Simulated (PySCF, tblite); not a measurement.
# C₈H₉F₃O: geometry, infrared bands and NMR shifts

What infrared bands and NMR shifts should C₈H₉F₃O (`C=C=C(CCC)C(=O)C(F)(F)F`) show?

Programs: tblite 0.8.0 and PySCF 2.14.0, with density-fitted response routines of our own. Each step states its level of theory. These are calculated values for one molecule in the gas phase, unless marked as measured. Atoms count from 0, in the outputs and in this text.

## Step 1: Starting geometry

21 atoms, charge 0, multiplicity 1; geometry from: force field or distance geometry start.

Bonds of the start (Å): C0–C1 1.30, C1–C2 1.31, C2–C3 1.45, C3–C4 1.51, C4–C5 1.51, C2–C6 1.45, C6–O7 1.25, C6–C8 1.51, C8–F9 1.39, C8–F10 1.37, C8–F11 1.37, C0–H12 1.08, C0–H13 1.06, C3–H14 1.13, C3–H15 1.11, C4–H16 1.13, C4–H17 1.12, C5–H18 1.12, C5–H19 1.13, C5–H20 1.11.

## Step 2: Relaxing the molecule with GFN2-xTB

Job settings and geometry (Å):

```
{"job": {"kind": "relax", "xc": "GFN2-xTB", "basis": "xTB"}, "charge": 0, "multiplicity": 1}
C     -1.962100     2.175200     1.175400
C     -1.309800     1.181600     0.641800
C     -0.623000     0.187500     0.134500
C      0.745300     0.023900     0.583100
C      1.762900     0.124000    -0.521500
C      3.114600    -0.079300     0.121100
C     -1.325600    -0.612100    -0.844400
O     -1.118600    -0.564600    -2.073100
C     -2.355200    -1.574000    -0.305200
F     -3.370900    -0.919500     0.380000
F     -1.728900    -2.383100     0.611000
F     -2.949600    -2.262500    -1.333100
H     -2.518600     1.947700     2.074900
H     -1.895100     3.099100     0.664600
H      0.843800    -1.027100     0.975700
H      1.054200     0.692000     1.407300
H      1.725300     1.153300    -0.997900
H      1.518400    -0.676300    -1.261100
H      3.171700    -1.078000     0.626300
H      3.864100    -0.146300    -0.717900
H      3.348300     0.755400     0.812700
```

Launch:

```sh
> OMP_NUM_THREADS=1 python probes_run.py task.json out
```

The driver reads the jobs from task.json and runs them one after another.

**Question.** This job is followed by: GFN2-xTB harmonic vibrations, gas phase; GIAO PBE0/pcSseg-1 NMR shielding, non-relativistic, gas phase. Predict these results of the whole session: strongest single infrared mode (GFN2-xTB); zero-point energy (GFN2-xTB); 13C shifts against TMS (PBE0/pcSseg-1); 1H shifts against TMS (PBE0/pcSseg-1, means over atoms taken as alike); 17O shifts against H2O (PBE0/pcSseg-1); 19F shifts against CFCl3 (PBE0/pcSseg-1, means over atoms taken as alike).

**Answer**, as computed:

| quantity | value |
| --- | --- |
| strongest single infrared mode (GFN2-xTB) | 1739 cm⁻¹, 647 km/mol |
| zero-point energy (GFN2-xTB) | 95.0 kcal/mol |
| 13C shifts against TMS (PBE0/pcSseg-1) | 235.0, 188.5, 126.2, 107.1, 84.7, 34.6, 28.6, 17.0 ppm |
| 1H shifts against TMS (PBE0/pcSseg-1, means over atoms taken as alike) | 5.68, 2.24, 1.41, 1.09 ppm |
| 17O shifts against H2O (PBE0/pcSseg-1) | 639.5 ppm |
| 19F shifts against CFCl3 (PBE0/pcSseg-1, means over atoms taken as alike) | -82.7 ppm |

Over 152 steps the energy fell by 1.079 eV; of the close pairs, C2–C3 changed most, 1.449 to 1.509 Å. All 57 modes are real, so the xTB geometry is a minimum. The strongest single mode, at 1739 cm⁻¹, moves mainly C6 and O7. GFN2-xTB is a fitted tight-binding method: band positions and strengths are rough. Its intensities can rank the bands wrongly. C1 (central carbon of an allene) lies farthest downfield among carbon, at 235.0 ppm; the central sp carbon of an allene is among the most deshielded carbons of hydrocarbons. The most deshielded hydrogen is H12, H13 (mean) (hydrogen on a terminal carbon of a cumulated C=C=C unit), at 5.68 ppm: attached to an sp2 carbon and in the plane of the double bond. At PBE0/pcSseg-1: The largest span, 1288 ppm, is at O7, where the paramagnetic term is -705 ppm.
